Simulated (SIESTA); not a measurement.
## MgZn2O3 under changes of volume

One of the cells (10.223 Å³/atom); the others are scaled copies at fixed shape and fractional positions:

```
Zn Mg O
1.0
     3.07282    0.00000    0.00000
    -1.53641    2.66114    0.00000
     0.00000    0.00000    7.50140
Zn Mg O
2 1 3
Direct
  0.66667 0.33333 0.33158
  0.33333 0.66667 0.66842
  0.00000 0.00000 0.00000
  0.00000 0.00000 0.50000
  0.66667 0.33333 0.83930
  0.33333 0.66667 0.16070
```

The cell comes from a database or a generator and needn't be the stable form of this composition.

- Program: SIESTA 5.4.2
- Functional: PBEsol
- Potentials or basis: PseudoDojo 0.4 standard (PBEsol files)
- Basis: DZP (energy shift 0.003 Ry; two zetas on semicore shells)
- Grid cutoff: 800 Ry
- Energy shift: 0.003 Ry
- k mesh: 10 × 10 × 4
- Occupations: fermi-dirac, width 0.05 eV
- Spin: no spin polarisation

```tsv
volume (Å³/atom)	energy over the lowest point (meV/atom)	pressure (GPa)	gap on the mesh (eV)	largest force (eV/Å)
9.422	?	?	?	?
9.622	0.00	0.8	1.97	0.165
9.822	1.12	-2.7	1.86	0.169
10.223	16.28	-9.0	1.65	0.213
10.424	29.17	-11.5	1.55	0.225
10.624	45.18	-14.0	1.45	0.222
```

Task: What does the run at 9.422 Å³/atom give?

Result: Energy over the lowest point 3.28 meV/atom; pressure 4.5 GPa; gap on the mesh 2.09 eV; largest force 0.152 eV/Å.

Worked out: A Birch-Murnaghan fit of order 3 (a polynomial in V^(-2/3)) to the other rows has its minimum at 9.67 Å³/atom with B0 = V·E''(V) = 188 GPa and B' = 5.1 at fixed shape and positions, which overstates the stiffness. It gives 3.86 meV/atom at 9.422 Å³/atom, against the run's 3.28, and -dE/dV = 5.3 GPa, against 4.5. A straight line through the other rows of the gap, of slope -5.24 eV per unit of ln V (its deformation potential), extrapolates to 2.08 eV, against the run's 2.09.

Energies are extrapolated to zero smearing.

Caveats: short orbitals over semicore shells can move pressures by several GPa; the valence orbitals were made in a potential fitted to the semicore shell under them, which widens gaps by tenths of an eV or more; the basis of atomic orbitals isn't converged, which shifts pressures, moduli and gaps.

A mesh can miss the band edges.
